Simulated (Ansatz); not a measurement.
# CH4Br (doublet): wave-function methods side by side at distance Br1–H2 along a hydrogen transfer = 1.701 Å, cc-pVDZ

How much of the correlation energy of CH4Br (doublet) does each wave-function method recover here?

The runs use Ansatz 0.2.0, Gaussian basis; cc-pVDZ, core rule «outside noble gas», up to 15 orbitals frozen.

The runs, in order: UHF; CCSD(T) on ROHF; CCSD(T) on UHF; BCCD(T) on ROHF; CISD; CCSDT(Q) on ROHF; CCSDT(Q) on UHF; CASSCF and MRCISD+Q, 3 electrons in 3 orbitals; CASSCF and NEVPT2, 3 electrons in 3 orbitals; CASSCF and MRCISD+Q, 15 electrons in 12 orbitals; CASSCF and NEVPT2, 15 electrons in 12 orbitals.

### 1 The geometry

The geometry derives from fragments relaxed apart (PBE0/def2-TZVP) and kept rigid, so it is no stationary point. A hydrogen atom is moved between rigid fragments. No spin-orbit coupling is included. The filled d shell of Br may be among the frozen orbitals whatever the setting's name suggests; the logs give the count.

6 atoms, charge 0, spin multiplicity 2.

Atoms are counted from 1 here; the program's logs count them from 0.

Bond lengths: Br1–H2 1.701 Å, C3–H4 1.080 Å, C3–H5 1.080 Å, C3–H6 1.080 Å. Angles: H4–C3–H5 120.0°, H4–C3–H6 120.0°, H5–C3–H6 120.0°.

### 2 UHF

Input file in.yaml:

```yaml
crystal:
  periodic: [false, false, false]
  atoms:
    - {symbol: Br, position_ang: [-0.513659, 0.000000, 0.000000]}
    - {symbol: H, position_ang: [1.187341, 0.000000, 0.000000]}
    - {symbol: C, position_ang: [2.650341, 0.000000, 0.000000]}
    - {symbol: H, position_ang: [2.650341, -1.080023, 0.000000]}
    - {symbol: H, position_ang: [2.650341, 0.540011, 0.935327]}
    - {symbol: H, position_ang: [2.650341, 0.540012, -0.935327]}
basis:
  gaussian: {orbitals: cc-pVDZ}
magnetization: {spin_polarized: true, initial_magnetization: 1}
hamiltonian: {xc: hf}
output: {orbitals: {seedname: orbitals}}
```

On the command line:

```sh
$ ansatz run in.yaml --threads 1 --pin off --events-out ev --progress --plain --max-ram 4096MiB --backend cpu
```

Further steps of the session: CCSD(T) on ROHF; CCSD(T) on UHF; BCCD(T) on ROHF; CISD; CCSDT(Q) on ROHF; CCSDT(Q) on UHF; CASSCF and MRCISD+Q, 3 electrons in 3 orbitals; CASSCF and NEVPT2, 3 electrons in 3 orbitals; CASSCF and MRCISD+Q, 15 electrons in 12 orbitals; CASSCF and NEVPT2, 15 electrons in 12 orbitals.

Q: Predict the results of all the runs planned. Wanted: UCCSDT(Q) below the RHF energy; RMP2 from UCCSDT(Q); UMP2 from UCCSDT(Q); RCCSD from UCCSDT(Q); RCCSD(T) from UCCSDT(Q); UCCSD(T) from UCCSDT(Q); RCCSDT(Q) from UCCSDT(Q); NEVPT2 pair from UCCSDT(Q); MRCISD+Q pair from UCCSDT(Q).

**Answer**, as computed:

| quantity | value |
| --- | --- |
| UCCSDT(Q) below the RHF energy | -8.7484 eV |
| RMP2 from UCCSDT(Q) | +115.1 kJ/mol |
| UMP2 from UCCSDT(Q) | +120.2 kJ/mol |
| RCCSD from UCCSDT(Q) | +22.1 kJ/mol |
| RCCSD(T) from UCCSDT(Q) | +3.6 kJ/mol |
| UCCSD(T) from UCCSDT(Q) | +3.6 kJ/mol |
| RCCSDT(Q) from UCCSDT(Q) | +0.1 kJ/mol |
| NEVPT2 pair from UCCSDT(Q) | +103.9 kJ/mol |
| MRCISD+Q pair from UCCSDT(Q) | +8.2 kJ/mol |
| NEVPT2 valence from UCCSDT(Q) | +134.2 kJ/mol |
| levels within 1 kcal/mol (43 meV) | RCCSD(T), UCCSD(T), BCCD(T), RCCSDT, UCCSDT, RCCSDT(Q), MRCISD+Q valence |
| T1 diagnostic | 0.027 |
| effectively unpaired electrons | 1.03 |

In words: RCCSD(T) misses by +3.6 kJ/mol, 0.4 % of the correlation energy. One determinant dominates. Of the multireference levels listed MRCISD+Q valence comes nearest in total energy (+2.7 kJ/mol), which doesn't show that its space is the better one. These misses are within one basis, not against nature; the frozen cores of restricted and unrestricted runs differ, which can shift their rows.
